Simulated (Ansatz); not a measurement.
**BH₅SSi₂: a ladder of functionals and wavefunction methods**

An exercise on one series of results from a longer session: the logs are not shown, and one member is left open.

Computed with Ansatz 0.2.0, Gaussian basis. Level: functionals in def2-TZVPP, the program's frozen cores in correlated methods.

Levels to be run: LDA (SPW92), PBE-D4, revPBE-D4, BLYP-D4, r2SCAN-D4, B97M-V, PBE0-D4, B3LYP-D4, r2SCANh-D4, r2SCAN0-D4, HSE06-D4, BHLYP-D4, CAM-B3LYP-D4, LC-ωPBE, ωB97X-V, ωB97M-V, B2PLYP, PBE-QIDH; CCSD(T)/def2-SVP; CCSD(T)/def2-TZVPP; MP2/def2-QZVPP; extrapolation to the limit; RPA on PBE.

## The geometry

All runs share one geometry, relaxed beforehand with PBE0-D4 in a triple-zeta def2 set.

SMILES `SB1[SiH2][SiH2]1`, 9 atoms, charge 0, spin multiplicity 1.

Atoms are counted from 1 here; the program's logs count them from 0.

Bond lengths: S1–B2 1.756 Å, S1–H5 1.349 Å, B2–Si3 1.957 Å, B2–Si4 1.951 Å, Si3–Si4 2.377 Å, Si3–H6 1.484 Å, Si3–H7 1.485 Å, Si4–H8 1.483 Å, Si4–H9 1.485 Å. Angles: B2–S1–H5 100.9°, S1–B2–Si3 128.8°, S1–B2–Si4 136.4°, Si3–B2–Si4 74.9°, B2–Si3–Si4 52.4°, B2–Si3–H6 119.5°, B2–Si3–H7 123.8°, Si4–Si3–H6 101.1°, Si4–Si3–H7 134.2°, H6–Si3–H7 112.8°, B2–Si4–Si3 52.6°, B2–Si4–H8 119.1°, B2–Si4–H9 123.6°, Si3–Si4–H8 101.2°, Si3–Si4–H9 135.0°, H8–Si4–H9 112.7°.

Geometry (Å):

```
S    -1.0892    0.9978   -2.0061
B    -0.5340    0.5928   -0.3903
Si    1.2793    0.6749    0.3411
Si   -0.3422   -1.0318    0.6726
H    -2.1193    0.1384   -2.1443
H     1.4849    1.1476    1.7321
H     2.5017    0.7938   -0.4932
H    -0.5381   -0.9616    2.1413
H    -0.5545   -2.3981    0.1298
```

The first run:

in.yaml reads:

```yaml
crystal:
  periodic: [false, false, false]
  atoms:
    - {symbol: S, position_ang: [-1.089228, 0.997836, -2.006080]}
    - {symbol: B, position_ang: [-0.533988, 0.592767, -0.390315]}
    - {symbol: Si, position_ang: [1.279301, 0.674884, 0.341050]}
    - {symbol: Si, position_ang: [-0.342244, -1.031779, 0.672561]}
    - {symbol: H, position_ang: [-2.119266, 0.138369, -2.144292]}
    - {symbol: H, position_ang: [1.484911, 1.147588, 1.732126]}
    - {symbol: H, position_ang: [2.501678, 0.793780, -0.493199]}
    - {symbol: H, position_ang: [-0.538084, -0.961613, 2.141297]}
    - {symbol: H, position_ang: [-0.554481, -2.398133, 0.129755]}
basis:
  gaussian: {orbitals: def2-TZVPP}
hamiltonian: {xc: lda}
output: {orbitals: {seedname: orbitals}}
```

On the command line:

```bash
$ ansatz run in.yaml --threads 2 --pin off --events-out ev --progress --plain --max-ram 4352MiB
```

Among the steps run: LDA; PBE-D4 (GGA); revPBE-D4 (GGA); BLYP-D4 (GGA); r2SCAN-D4 (meta-GGA); B97M-V (meta-GGA); B3LYP-D4 (hybrid); r2SCANh-D4 (hybrid); r2SCAN0-D4 (hybrid); HSE06-D4 (hybrid); BHLYP-D4 (hybrid); CAM-B3LYP-D4 (range-separated); LC-ωPBE (range-separated); ωB97X-V (range-separated); ωB97M-V (range-separated); B2PLYP (double hybrid); PBE-QIDH (double hybrid).

One of the session's tables, all rows but one given; the rest of the session is left out.

It belongs to the step «Orbital energies across the functionals». 

```
  functional  HOMO (eV)  LUMO (eV)  gap (eV)
 LDA (SPW92)      -5.93      -3.12      2.81
      PBE-D4      -5.81      -2.96      2.85
   revPBE-D4      -5.76      -2.89      2.86
     BLYP-D4      -5.61      -2.73      2.88
   r2SCAN-D4      -6.00      -2.83      3.17
      B97M-V      -6.05      -2.84      3.20
     PBE0-D4          ?          ?         ?
    B3LYP-D4      -6.50      -2.25      4.25
  r2SCANh-D4      -6.34      -2.54      3.80
  r2SCAN0-D4      -6.84      -2.09      4.75
    HSE06-D4      -6.33      -2.52      3.81
    BHLYP-D4      -7.46      -1.09      6.36
CAM-B3LYP-D4      -7.83      -0.98      6.85
     LC-ωPBE      -9.07      -0.03      9.03
     ωB97X-V      -8.78      -0.06      8.72
     ωB97M-V      -8.58      -0.19      8.39
```

Estimate the missing values for PBE0-D4.

As computed: HOMO (eV): -6.71; LUMO (eV): -2.15; gap (eV): 4.56. In the column «HOMO (eV)» it lies between r2SCAN0-D4 (-6.84) and B3LYP-D4 (-6.50).
